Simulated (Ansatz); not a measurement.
# C3H11InN2: one species, many methods

How much do the methods differ for C3H11InN2? The plan is to run it at one geometry with functionals of several rungs and with coupled cluster, and see how far each lands from CCSD(T) at the basis-set limit for the atomisation energy.

Method: functionals in def2-TZVPP, the program's frozen cores in correlated methods; program: Ansatz 0.2.0, Gaussian basis.

Levels to be run: LDA (SPW92), PBE-D4, revPBE-D4, BLYP-D4, r2SCAN-D4, B97M-V, PBE0-D4, B3LYP-D4, r2SCANh-D4, r2SCAN0-D4, HSE06-D4, BHLYP-D4, CAM-B3LYP-D4, LC-ωPBE, ωB97X-V, ωB97M-V, B2PLYP, PBE-QIDH; CCSD(T)/def2-SVP; CCSD(T)/def2-TZVPP; MP2/def2-QZVPP; extrapolation to the limit; RPA on PBE.

## Step 1: The relaxed structure

The geometry comes from an earlier relaxation with PBE0-D4 in a triple-zeta def2 set; it is a stationary point, not always the lowest conformer. In takes the def2 core potential; no spin-orbit term is included.

17 atoms, charge 0, spin multiplicity 1.

Atoms are counted from 1 here; the program's logs count them from 0.

Bond lengths: C1–C2 1.523 Å, C1–H7 1.094 Å, C1–H8 1.098 Å, C1–H9 1.093 Å, C2–C3 1.522 Å, C2–In4 2.167 Å, C2–H10 1.096 Å, C3–H11 1.098 Å, C3–H12 1.093 Å, C3–H13 1.094 Å, In4–N5 2.029 Å, In4–N6 2.029 Å, N5–H14 1.008 Å, N5–H15 1.009 Å, N6–H16 1.009 Å, N6–H17 1.009 Å. Angles: C2–C1–H7 111.8°, C2–C1–H8 110.7°, C2–C1–H9 112.4°, H7–C1–H8 106.8°, H7–C1–H9 107.5°, H8–C1–H9 107.4°, C1–C2–C3 111.7°, C1–C2–In4 111.8°, C1–C2–H10 108.3°, C3–C2–In4 111.6°, C3–C2–H10 108.6°, In4–C2–H10 104.5°, C2–C3–H11 110.8°, C2–C3–H12 112.3°, C2–C3–H13 111.8°, H11–C3–H12 107.4°, H11–C3–H13 106.9°, H12–C3–H13 107.4° and more.

## Step 2: LDA

This LDA is Slater exchange with PW92 correlation.

File in.yaml:

```yaml
crystal:
  periodic: [false, false, false]
  atoms:
    - {symbol: C, position_ang: [0.762971, -1.811544, -0.608726]}
    - {symbol: C, position_ang: [0.950219, -0.318662, -0.370466]}
    - {symbol: C, position_ang: [1.081156, 0.447695, -1.679237]}
    - {symbol: In, position_ang: [-0.620810, 0.499027, 0.878316]}
    - {symbol: N, position_ang: [-1.638149, 2.190843, 0.411324]}
    - {symbol: N, position_ang: [-1.262072, -0.319966, 2.620759]}
    - {symbol: H, position_ang: [-0.155000, -2.022413, -1.165904]}
    - {symbol: H, position_ang: [1.593676, -2.216749, -1.200850]}
    - {symbol: H, position_ang: [0.718739, -2.380206, 0.323607]}
    - {symbol: H, position_ang: [1.867121, -0.174832, 0.211944]}
    - {symbol: H, position_ang: [1.906412, 0.048569, -2.283035]}
    - {symbol: H, position_ang: [1.277662, 1.511120, -1.520254]}
    - {symbol: H, position_ang: [0.174807, 0.370641, -2.287228]}
    - {symbol: H, position_ang: [-1.226302, 2.861929, -0.218631]}
    - {symbol: H, position_ang: [-2.141285, 2.679358, 1.136552]}
    - {symbol: H, position_ang: [-2.173874, -0.060552, 2.966984]}
    - {symbol: H, position_ang: [-1.115272, -1.304279, 2.784835]}
basis:
  gaussian: {orbitals: def2-TZVPP}
hamiltonian: {xc: lda}
output: {orbitals: {seedname: orbitals}}
```

The runs that follow: PBE-D4 (GGA); revPBE-D4 (GGA); BLYP-D4 (GGA); r2SCAN-D4 (meta-GGA); B97M-V (meta-GGA); PBE0-D4 (hybrid); B3LYP-D4 (hybrid); r2SCANh-D4 (hybrid); r2SCAN0-D4 (hybrid); HSE06-D4 (hybrid); BHLYP-D4 (hybrid); CAM-B3LYP-D4 (range-separated); LC-ωPBE (range-separated); ωB97X-V (range-separated); ωB97M-V (range-separated); B2PLYP (double hybrid); PBE-QIDH (double hybrid); CCSD(T) in def2-SVP; CCSD(T) in def2-TZVPP; MP2 in def2-QZVPP; RPA on PBE orbitals.

**Question.** What will the summary of the whole plan be? Wanted: atomisation energy, CCSD(T)/CBS; farthest beyond LDA; mean size of error, GGA; mean size of error, meta-GGA; mean size of error, hybrid; mean size of error, range-separated; mean size of error, double hybrid; gap, smallest and largest; T1 diagnostic.

The runs gave:

```
                               quantity                                                                                             value
        atomisation energy, CCSD(T)/CBS                                                                                     6020.8 kJ/mol
 functionals within 60.2 kJ/mol (1.0 %)  BLYP-D4, r2SCAN-D4, B97M-V, PBE0-D4, B3LYP-D4, HSE06-D4, CAM-B3LYP-D4, LC-ωPBE, ωB97X-V, ωB97M-V
                    farthest beyond LDA                                                                          BHLYP-D4 (-188.5 kJ/mol)
                mean size of error, GGA                                                                                       62.0 kJ/mol
           mean size of error, meta-GGA                                                                                       39.1 kJ/mol
             mean size of error, hybrid                                                                                       72.5 kJ/mol
    mean size of error, range-separated                                                                                       11.0 kJ/mol
      mean size of error, double hybrid                                                                                       80.2 kJ/mol
              gap, smallest and largest                                                             3.86 eV (BLYP-D4), 10.87 eV (LC-ωPBE)
                          T1 diagnostic                                                                                            0.0129
triples share of the correlation energy                                                                                             3.7 %
```

In words: LDA overbinds by 822.7 kJ/mol (14 %). PBE-D4 misses by +81.9 kJ/mol. Double hybrids carry the basis error of their MP2 part in triple zeta, and no dispersion term here, so their miss is partly the set-up's. The rungs range-separated, meta-GGA miss on average by less than the doubt on the reference (60.2 kJ/mol), so they tie. The reference freezes the cores and leaves out spin-orbit coupling and excitations past (T), and its outer-core shells are covered unevenly, so misses under about 60.2 kJ/mol can't be ranked. All levels share the lack of spin-orbit coupling, which lowers the free heavy atoms and so the true binding. Hartree-Fock recovers 71 % of the binding; the rest is correlation. CCSD(T) in def2-SVP is off by -374.8 kJ/mol, which most functionals beat. The gap grows from 3.9 to 10.9 eV across the functionals, mostly with the share of exact exchange. Correlated methods include outer-core shells of In, which these sets cover unevenly.
